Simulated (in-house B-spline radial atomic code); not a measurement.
**Br⁹⁺: density, ELF and screening along the radius**

Aim: the shell structure of Br⁹⁺ in the radial density, the electron localisation function and the screened nuclear charge, under several settings.

The numbers are computed with in-house B-spline radial atomic code version 1 (several methods, spin-polarised, as named in each step; spherical all-electron atom at the radial basis limit), except any that are marked as measured or tabulated.

## Step 1: Starting point

* element: bromine (Z = 35)
* charge: +9
* electrons: 26
* configuration: [Ar] 3d8
* nucleus: point (non-relativistic runs) or finite (X2C runs)

Outer shells as boxes (Hund's rule):

[Ar] 3d8
```
[Ar] core
3d [↑↓][↑↓][↑↓][↑ ][↑ ]
```

Where spins are not typed, each open shell is filled with up spins first.

## Step 2: LDA (VWN5), X2C

The run's settings:

```ini
Z = 35
electrons = 26.0
configuration = [Ar] 3d8
hamiltonian = x2c
method = lda,vwn
spin_polarised = True
nucleus = fermi
rms_radius = 4.1629
mass_number = 79
atomic_mass = 78.918337574
speed_of_light = 137.035999084
```

The run is started by

```bash
$ python run_scf.py task.json out
```

The settings of every run stand in task.json; they run in order.

From the run's result record (rounded, not every field):

```text
{
  "status": "converged",
  "scf [iteration, energy, orbital gradient]": [
    [1, -2541.88260089, 1.59],
    [2, -2563.12727256, 1.05],
    [3, -2572.8368887, 0.249],
    [4, -2573.56595879, 0.0588],
    [5, -2573.58702077, 0.0334],
    [6, -2573.60080678, 0.00128],
    [7, -2573.60081962, 3.91e-05],
    [8, -2573.60081962, 1.88e-06],
    [9, -2573.60081962, 2.92e-08]
  ],
  "energy [hartree]": {"total": -2573.60081962, "kinetic": 2638.66731701, "nuclear": -6036.7713827, "coulomb": 907.652407398, "xc": -83.1491613313},
  "orbitals [hartree, bohr; first row names the columns]": [
    ["name", "occ", "eps", "<r>", "<r^2>", "<1/r>", "r_max"],
    ["1s up", 1.0, -495.21858, 0.042387, 0.0024309, 36.444, 0.027469],
    ["1s down", 1.0, -495.21687, 0.042386, 0.0024309, 36.445, 0.027469],
    ["2s up", 1.0, -70.737517, 0.18944, 0.042373, 8.0289, 0.15941],
    ["2s down", 1.0, -70.647776, 0.18932, 0.042319, 8.0349, 0.15934],
    ["2p up", 3.0, -63.307024, 0.16536, 0.033479, 7.7404, 0.12728],
    ["2p down", 3.0, -63.237941, 0.16523, 0.033421, 7.7457, 0.12722],
    ["3s up", 1.0, -15.434256, 0.53863, 0.33259, 2.688, 0.4793],
    ["3s down", 1.0, -15.309448, 0.53971, 0.33398, 2.6808, 0.47975],
    ["3p up", 3.0, -13.064712, 0.54432, 0.34497, 2.5323, 0.47373],
    ["3p down", 3.0, -12.940801, 0.54579, 0.34692, 2.5243, 0.47435],
    ["3d up", 5.0, -9.1503528, 0.53788, 0.34852, 2.3016, 0.41416],
    ["3d down", 3.0, -9.0186865, 0.54089, 0.35284, 2.292, 0.41543]
  ],
  "sum_r [bohr^k]": {"-1": 174.3337, "1": 10.11603, "2": 5.833631},
  "radius_at_0.001 [bohr]": 1.731,
  "radius_enclosing_fraction [bohr]": {"0.5": 0.3581, "0.9": 0.7529, "0.99": 1.144},
  "slater [hartree]": {
    "F0(3p up,3p up)": 1.6557,
    "F2(3p up,3p up)": 0.83272,
    "F0(3p up,3p down)": 1.6535,
    "F2(3p up,3p down)": 0.83161,
    "F0(3p up,3d up)": 1.6644,
    "F2(3p up,3d up)": 0.80568,
    "G1(3p up,3d up)": 0.95723,
    "G3(3p up,3d up)": 0.60242,
    "F0(3p up,3d down)": 1.6602,
    "F2(3p up,3d down)": 0.80342,
    "F0(3p down,3p down)": 1.6513,
    "F2(3p down,3p down)": 0.83052,
    "F0(3p down,3d up)": 1.6621,
    "F2(3p down,3d up)": 0.80449,
    "F0(3p down,3d down)": 1.658,
    "F2(3p down,3d down)": 0.80224,
    "G1(3p down,3d down)": 0.95467,
    "G3(3p down,3d down)": 0.60007,
    "F0(3d up,3d up)": 1.6938,
    "F2(3d up,3d up)": 0.82863,
    "F4(3d up,3d up)": 0.52513,
    "F0(3d up,3d down)": 1.6892,
    "F2(3d up,3d down)": 0.82574,
    "F4(3d up,3d down)": 0.52314,
    "F0(3d down,3d down)": 1.6847,
    "F2(3d down,3d down)": 0.82288,
    "F4(3d down,3d down)": 0.52119
  }
}
```

Wall time 0.25 s (1 thread, shared host).

radius_at_0.001 is where the density falls to 0.001 electrons per bohr³.

The record's radial tables, every 2nd point:

```
r (bohr)  4πr²n (1/bohr)       ELF  screened charge r·V (e)  reduced gradient s  4πr²(n↑−n↓)
 0.00454           7.183    0.9995                    34.22              0.5585   -0.0001980
 0.00641           11.92    0.9993                    33.90              0.5275   -0.0003274
 0.00905           18.81    0.9988                    33.47              0.5206   -0.0005139
  0.0128           27.71    0.9974                    32.88              0.5376   -0.0007501
  0.0181           36.89    0.9927                    32.09              0.5815   -0.0009805
  0.0255           42.82    0.9701                    31.09              0.6544    -0.001050
  0.0360           42.28    0.8373                    29.83              0.7408   -0.0003858
  0.0509           37.05    0.4401                    28.25              0.7209     0.004266
  0.0719           36.61    0.3094                    26.29              0.4340      0.02984
   0.101           45.92    0.6017                    23.95              0.2927       0.1407
   0.143           51.00    0.7902                    21.25              0.4347       0.5275
   0.202           37.93    0.5592                    18.45              0.6364        1.468
   0.286           27.11    0.2492                    15.56              0.3918        2.924
   0.404           32.28    0.6399                    12.67              0.2517        3.826
   0.570           27.50    0.7856                    10.40              0.5267        3.001
   0.806           10.77    0.5870                    9.302               1.090        1.260
    1.14           1.672    0.1138                    9.029               2.693       0.2344
    1.61         0.08407  0.002633                    9.001               9.235      0.01402
```

## Step 3: PBE, X2C

Changes to the settings of step 2:

```diff
@@ -4,3 +4,3 @@
 hamiltonian = x2c
-method = lda,vwn
+method = pbe,pbe
 spin_polarised = True
```

Result record:

```text
{
  "status": "converged",
  "scf [iteration, energy, orbital gradient]": [
    [1, -2545.31366089, 1.58],
    [2, -2566.94485038, 1.0],
    [3, -2576.32121281, 0.24],
    [4, -2577.03158756, 0.0558],
    [5, -2577.05201421, 0.0321],
    [6, -2577.06559903, 0.00125],
    [7, -2577.06561431, 3.06e-05],
    [8, -2577.06561431, 7.42e-07],
    [9, -2577.06561431, 5.35e-08]
  ],
  "energy [hartree]": {"total": -2577.06561431, "kinetic": 2643.28039052, "nuclear": -6041.68080582, "coulomb": 908.006658002, "xc": -86.6718570128},
  "orbitals [hartree, bohr; first row names the columns]": [
    ["name", "occ", "eps", "<r>"],
    ["1s up", 1.0, -496.055, 0.04233],
    ["1s down", 1.0, -496.0548, 0.04233],
    ["2s up", 1.0, -70.833441, 0.18916],
    ["2s down", 1.0, -70.747197, 0.18902],
    ["2p up", 3.0, -63.330359, 0.16525],
    ["2p down", 3.0, -63.266024, 0.16509],
    ["3s up", 1.0, -15.469189, 0.53765],
    ["3s down", 1.0, -15.340907, 0.53874],
    ["3p up", 3.0, -13.076749, 0.5438],
    ["3p down", 3.0, -12.948645, 0.54532],
    ["3d up", 5.0, -9.1423344, 0.53808],
    ["3d down", 3.0, -9.0050894, 0.54125]
  ],
  "sum_r [bohr^k]": {"-1": 174.4813, "1": 10.11173, "2": 5.827888}
}
```

It took 0.33 s on 1 thread, shared host.

Fields along the radius, from the same record (one point in 4):

```
r (bohr)  4πr²n (1/bohr)     ELF  screened charge r·V (e)  reduced gradient s  4πr²(n↑−n↓)
 0.00454           7.212  0.9995                    34.22              0.5589   -0.0002132
 0.00905           18.88  0.9988                    33.47              0.5208   -0.0005521
  0.0180           36.84  0.9928                    32.11              0.5809    -0.001043
  0.0360           42.30  0.8369                    29.83              0.7418   -0.0004341
  0.0718           36.57  0.3083                    26.30              0.4343      0.02923
   0.143           51.06  0.7911                    21.24              0.4351       0.5245
   0.286           27.01  0.2476                    15.56              0.3909        2.919
   0.570           27.57  0.7860                    10.40              0.5274        3.009
    1.14           1.662  0.1122                    9.030               2.689       0.2323
```

## Step 4: Hartree-Fock, X2C

Changes to the settings of step 3:

```diff
@@ -4,3 +4,3 @@
 hamiltonian = x2c
-method = pbe,pbe
+method = hf
 spin_polarised = True
```

Result record:

```text
{
  "status": "converged",
  "scf [iteration, energy, orbital gradient]": [
    [1, -2544.28080118, 1.58],
    [2, -2570.60117602, 0.749],
    [3, -2575.47271503, 0.236],
    [4, -2576.01084436, 0.0725],
    [5, -2576.05799348, 0.0276],
    [6, -2576.06746976, 0.00119],
    [7, -2576.0674798, 0.000113],
    [8, -2576.06747993, 1.89e-05],
    [9, -2576.06747993, 6.28e-07],
    [10, -2576.06747993, 1.74e-08]
  ],
  "energy [hartree]": {"total": -2576.06747993, "kinetic": 2643.25824355, "nuclear": -6041.97027466, "coulomb": 907.115145617, "exact_exchange": -84.4705944416},
  "orbitals [hartree, bohr; first row names the columns]": [
    ["name", "occ", "eps", "<r>"],
    ["1s up", 1.0, -505.43522, 0.042313],
    ["1s down", 1.0, -505.43343, 0.042312],
    ["2s up", 1.0, -74.337662, 0.18862],
    ["2s down", 1.0, -74.173084, 0.18832],
    ["2p up", 3.0, -66.24695, 0.16528],
    ["2p down", 3.0, -66.087048, 0.16487],
    ["3s up", 1.0, -16.946461, 0.53566],
    ["3s down", 1.0, -16.643798, 0.53766],
    ["3p up", 3.0, -14.290393, 0.54226],
    ["3p down", 3.0, -13.92195, 0.54554],
    ["3d up", 5.0, -9.9280319, 0.53686],
    ["3d down", 3.0, -9.7246978, 0.54105]
  ],
  "sum_r [bohr^k]": {"-1": 174.4877, "1": 10.09619, "2": 5.796359}
}
```

Run time: 0.45 s. Hardware: 1 thread, shared host.

Fields along the radius, from the same record (one point in 4):

```
r (bohr)  4πr²n (1/bohr)     ELF  screened charge r·V (e)  reduced gradient s  4πr²(n↑−n↓)
 0.00454           7.204  0.9995                    34.22              0.5577   -0.0001735
 0.00905           18.87  0.9988                    33.47              0.5200   -0.0004471
  0.0181           37.00  0.9928                    32.09              0.5813   -0.0008150
  0.0360           42.31  0.8380                    29.83              0.7426      0.00010
  0.0718           36.52  0.3065                    26.30              0.4337      0.03072
   0.143           51.14  0.7934                    21.24              0.4351       0.5192
   0.286           26.87  0.2432                    15.55              0.3898        2.933
   0.570           27.73  0.7872                    10.39              0.5264        3.057
    1.14           1.609  0.1072                    9.027               2.770       0.2094
```

## Step 5: PBEsol, X2C

Changes to the settings of step 4:

```diff
@@ -4,3 +4,3 @@
 hamiltonian = x2c
-method = hf
+method = pbesol
 spin_polarised = True
```

Result record:

```text
{
  "status": "converged",
  "scf [iteration, energy, orbital gradient]": [
    [1, -2543.61154716, 1.59],
    [2, -2565.11636346, 1.02],
    [3, -2574.57349721, 0.247],
    [4, -2575.29092372, 0.0591],
    [5, -2575.31195678, 0.0329],
    [6, -2575.32563984, 0.00119],
    [7, -2575.32565237, 3.44e-05],
    [8, -2575.32565237, 6.75e-07],
    [9, -2575.32565237, 4.03e-08]
  ],
  "energy [hartree]": {"total": -2575.32565237, "kinetic": 2641.21022316, "nuclear": -6039.47634883, "coulomb": 907.846621209, "xc": -84.9061479123},
  "orbitals [hartree, bohr; first row names the columns]": [
    ["name", "occ", "eps", "<r>"],
    ["1s up", 1.0, -495.67016, 0.042353],
    ["1s down", 1.0, -495.66944, 0.042352],
    ["2s up", 1.0, -70.782266, 0.18927],
    ["2s down", 1.0, -70.694199, 0.18914],
    ["2p up", 3.0, -63.30204, 0.16531],
    ["2p down", 3.0, -63.235729, 0.16516],
    ["3s up", 1.0, -15.450733, 0.53804],
    ["3s down", 1.0, -15.323432, 0.53909],
    ["3p up", 3.0, -13.066089, 0.54401],
    ["3p down", 3.0, -12.938959, 0.54547],
    ["3d up", 5.0, -9.1393557, 0.5379],
    ["3d down", 3.0, -9.0029628, 0.54096]
  ],
  "sum_r [bohr^k]": {"-1": 174.4154, "1": 10.1125, "2": 5.827846}
}
```

It took 0.28 s on 1 thread, shared host.

Fields along the radius, from the same record (one point in 4):

```
r (bohr)  4πr²n (1/bohr)     ELF  screened charge r·V (e)  reduced gradient s  4πr²(n↑−n↓)
 0.00454           7.200  0.9995                    34.22              0.5587   -0.0002237
 0.00905           18.85  0.9988                    33.47              0.5207   -0.0005799
  0.0181           36.94  0.9927                    32.09              0.5817    -0.001103
  0.0360           42.29  0.8371                    29.83              0.7415   -0.0005326
  0.0718           36.57  0.3085                    26.30              0.4347      0.02900
   0.143           51.04  0.7908                    21.25              0.4349       0.5246
   0.286           27.05  0.2482                    15.56              0.3913        2.921
   0.570           27.55  0.7859                    10.40              0.5267        3.006
    1.14           1.659  0.1123                    9.029               2.700       0.2326
```

## Step 6: BLYP, X2C

Changes to the settings of step 5:

```diff
@@ -4,3 +4,3 @@
 hamiltonian = x2c
-method = pbesol
+method = b88,lyp
 spin_polarised = True
```

Result record:

```text
{
  "status": "converged",
  "scf [iteration, energy, orbital gradient]": [
    [1, -2545.7201035, 1.59],
    [2, -2567.21547234, 1.02],
    [3, -2576.75931079, 0.24],
    [4, -2577.47266134, 0.0562],
    [5, -2577.49188379, 0.032],
    [6, -2577.50526544, 0.00116],
    [7, -2577.50527827, 3.2e-05],
    [8, -2577.50527827, 1.16e-06],
    [9, -2577.50527827, 5.07e-08]
  ],
  "energy [hartree]": {"total": -2577.50527827, "kinetic": 2643.80402852, "nuclear": -6042.21803961, "coulomb": 908.020867135, "xc": -87.112134317},
  "orbitals [hartree, bohr; first row names the columns]": [
    ["name", "occ", "eps", "<r>"],
    ["1s up", 1.0, -496.17188, 0.042328],
    ["1s down", 1.0, -496.17151, 0.042328],
    ["2s up", 1.0, -70.843009, 0.18917],
    ["2s down", 1.0, -70.757169, 0.18903],
    ["2p up", 3.0, -63.349807, 0.16523],
    ["2p down", 3.0, -63.285334, 0.16508],
    ["3s up", 1.0, -15.455586, 0.5378],
    ["3s down", 1.0, -15.325783, 0.53889],
    ["3p up", 3.0, -13.067551, 0.54392],
    ["3p down", 3.0, -12.938245, 0.54541],
    ["3d up", 5.0, -9.1374619, 0.53833],
    ["3d down", 3.0, -8.9999609, 0.54143]
  ],
  "sum_r [bohr^k]": {"-1": 174.4969, "1": 10.11438, "2": 5.834148}
}
```

It took 0.29 s on 1 thread, shared host.

Fields along the radius, from the same record (one point in 4):

```
r (bohr)  4πr²n (1/bohr)     ELF  screened charge r·V (e)  reduced gradient s  4πr²(n↑−n↓)
 0.00454           7.213  0.9995                    34.22              0.5589   -0.0002001
 0.00905           18.88  0.9988                    33.47              0.5209   -0.0005188
  0.0180           36.84  0.9928                    32.11              0.5810   -0.0009836
  0.0360           42.30  0.8367                    29.83              0.7416   -0.0003891
  0.0718           36.59  0.3086                    26.30              0.4343      0.02939
   0.143           51.05  0.7909                    21.24              0.4352       0.5256
   0.286           27.04  0.2481                    15.56              0.3909        2.919
   0.570           27.52  0.7858                    10.40              0.5278        3.004
    1.14           1.670  0.1128                    9.030               2.682       0.2347
```

## Step 7: The runs side by side

| run | total energy (hartree) | highest level (eV) | radius holding 50 / 90 / 99 % (bohr) | radius at n = 0.001 (bohr) | ELF minima on the full grid (bohr) |
| --- | --- | --- | --- | --- | --- |
| LDA (VWN5), X2C | -2573.6008 | -245.41 | 0.358 / 0.753 / 1.14 | 1.73 | 0.072, 0.29 |
| PBE, X2C | -2577.0656 | -245.04 | 0.358 / 0.752 / 1.14 | 1.73 | 0.072, 0.29 |
| Hartree-Fock, X2C | -2576.0675 | -264.62 | 0.359 / 0.750 / 1.14 | 1.72 | 0.072, 0.29 |
| PBEsol, X2C | -2575.3257 | -244.98 | 0.358 / 0.752 / 1.14 | 1.73 | 0.072, 0.29 |
| BLYP, X2C | -2577.5053 | -244.90 | 0.358 / 0.752 / 1.15 | 1.74 | 0.072, 0.29 |

In the first run ELF has 2 minima on the grid, which mark the borders between shells. On the record's full grid the screened charge (r times the electrostatic potential) falls from 34.9 near the nucleus to 9.00 at 1.9 bohr; far out it tends to the net charge, 9. The grid is coarse (about 19 % a step), so the places of minima are rough. For X2C runs ELF uses the non-relativistic kinetic energy density, and the fields carry no picture-change correction.
